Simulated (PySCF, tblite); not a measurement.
# C4H10GeO: geometry, infrared bands and NMR shifts

Aim: predict the infrared bands and NMR shifts of C4H10GeO (`CC(=O)[C@H](C)[GeH3]`).

Programs: tblite 0.8.0 and PySCF 2.14.0, with density-fitted response routines of our own. Each step states its level of theory. These are calculated values for one molecule in the gas phase, unless marked as measured. Atoms are numbered from 0 throughout.

### 1 The molecule as given

16 atoms, charge 0, multiplicity 1; geometry from: force field or distance geometry start.

Bonds of the start (Å): C0–C1 1.48, C1–O2 1.25, C1–C3 1.46, C3–C4 1.50, C3–Ge5 1.92, C0–H6 1.10, C0–H7 1.11, C0–H8 1.12, C3–H9 1.13, C4–H10 1.11, C4–H11 1.12, C4–H12 1.10, Ge5–H13 1.54, Ge5–H14 1.56, Ge5–H15 1.54.

### 2 Optimising the geometry with GFN2-xTB

What the job is given:

```
{"job": {"kind": "relax", "xc": "GFN2-xTB", "basis": "xTB"}, "charge": 0, "multiplicity": 1}
C      1.829400     0.201100    -0.589400
C      1.095200    -0.095300     0.659700
O      1.687900    -0.233200     1.755400
C     -0.360100    -0.251800     0.657300
C     -0.768200    -1.389900    -0.234600
Ge    -1.333400     1.319900     0.122400
H      2.338600    -0.722000    -0.900600
H      1.174200     0.571000    -1.402400
H      2.627100     0.932400    -0.308800
H     -0.687300    -0.507900     1.711600
H     -1.084200    -2.244700     0.399800
H     -1.652500    -1.139900    -0.871700
H      0.080300    -1.672900    -0.876500
H     -2.812800     0.905800    -0.034500
H     -1.263500     2.482900     1.152300
H     -0.878500     1.853500    -1.251500
```

The run is started by

```console
$ OMP_NUM_THREADS=1 python probes_run.py task.json out
```

The driver reads the jobs from task.json and runs them one after another.

**Question.** This job is followed by: GFN2-xTB harmonic vibrations, gas phase; GIAO PBE0/pcSseg-1 NMR shielding, non-relativistic, gas phase. Predict these results of the whole session: strongest single infrared mode (GFN2-xTB); zero-point energy (GFN2-xTB); 13C shifts against TMS (PBE0/pcSseg-1); 1H shifts against TMS (PBE0/pcSseg-1, means over atoms taken as alike); 17O shifts against H2O (PBE0/pcSseg-1); 73Ge shifts against GeMe4 (PBE0/pcSseg-1).

As calculated:

```
                                                              quantity                        value
                             strongest single infrared mode (GFN2-xTB)        2044 cm⁻¹, 471 km/mol
                                          zero-point energy (GFN2-xTB)                77.0 kcal/mol
                                13C shifts against TMS (PBE0/pcSseg-1)  215.1, 40.2, 28.3, 15.8 ppm
1H shifts against TMS (PBE0/pcSseg-1, means over atoms taken as alike)   3.64, 2.69, 2.19, 1.47 ppm
                                17O shifts against H2O (PBE0/pcSseg-1)                    668.2 ppm
                             73Ge shifts against GeMe4 (PBE0/pcSseg-1)                     -181 ppm
```

Over 101 steps the energy fell by 0.563 eV; of the close pairs, C3–Ge5 changed most, 1.924 to 2.001 Å. No mode is imaginary among the 42: a minimum at this level. The strongest single mode, at 2044 cm⁻¹, moves mainly H15 and H13. GFN2-xTB is a fitted tight-binding method: band positions and strengths are rough. Its intensities can rank the bands wrongly. C1 (ketone carbonyl carbon) lies farthest downfield among carbon, at 215.1 ppm; low-lying n→π* states of the double bond to the heteroatom give a large paramagnetic term (-278 ppm). At PBE0/pcSseg-1: The largest span, 1218 ppm, is at O2, where the paramagnetic term is -733 ppm. Spin-orbit coupling is left out, which matters for shieldings and couplings at and beside the heavy atoms.
